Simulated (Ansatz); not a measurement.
**ClF2ISi: small, medium and large basis sets**

One table from this session's results is given with a row withheld; the runs are named, their logs left out.

Program: Ansatz 0.2.0, Gaussian basis. Level of theory: one geometry, several basis sets. These are calculated values, not measurements.

The runs, in order: PBE0-D4/def2-SVP; ωB97M-V/def2-SVP; PBE0-D4/def2-QZVPP; ωB97M-V/def2-QZVPP; the functionals' def2-TZVPP values are taken from earlier runs.

1 further run of the same task is left out (for a known fault of the program).

### The relaxed structure

All runs share one geometry, relaxed beforehand with PBE0-D4 in a triple-zeta def2 set. I takes the def2 core potential; no spin-orbit term is included.

SMILES `F[Si](F)(Cl)I`, 5 atoms, charge 0, spin multiplicity 1.

Atoms are counted from 1 here; the program's logs count them from 0.

Bond lengths: F1–Si2 1.574 Å, Si2–F3 1.574 Å, Si2–Cl4 2.014 Å, Si2–I5 2.392 Å. Angles: F1–Si2–F3 107.3°, F1–Si2–Cl4 108.7°, F1–Si2–I5 109.6°, F3–Si2–Cl4 108.7°, F3–Si2–I5 109.6°, Cl4–Si2–I5 112.7°.

Set-up of the first run:

Contents of in.yaml:

```yaml
crystal:
  periodic: [false, false, false]
  atoms:
    - {symbol: F, position_ang: [1.422849, -0.859025, 0.034344]}
    - {symbol: Si, position_ang: [0.029155, -0.127217, 0.051029]}
    - {symbol: F, position_ang: [-0.675268, -0.490425, 1.411202]}
    - {symbol: Cl, position_ang: [-1.090399, -0.835015, -1.465490]}
    - {symbol: I, position_ang: [0.363663, 2.238082, -0.072483]}
basis:
  gaussian: {orbitals: def2-SVP}
hamiltonian: {xc: pbe0, dispersion: d4}
output: {orbitals: {seedname: orbitals}}
```

Launch:

```bash
$ ansatz run in.yaml --threads 2 --pin off --events-out ev --progress --plain --max-ram 32768MiB --backend cpu
```

Among the steps run: PBE0-D4 in def2-SVP; ωB97M-V in def2-SVP; PBE0-D4 in def2-QZVPP; ωB97M-V in def2-QZVPP.

One of the session's tables, all rows but one given; the rest of the session is left out.

It belongs to the step «Density functionals: the series». 

```
functional       basis  HOMO (eV)
   PBE0-D4    def2-SVP          ?
   PBE0-D4  def2-TZVPP      -8.45
   PBE0-D4  def2-QZVPP      -8.47
   ωB97M-V    def2-SVP     -10.50
   ωB97M-V  def2-TZVPP     -10.58
   ωB97M-V  def2-QZVPP     -10.60
```

Q: Estimate the row for PBE0-D4, def2-SVP from the others.

As computed: HOMO (eV): -8.40. In the column «HOMO (eV)» it is the highest.
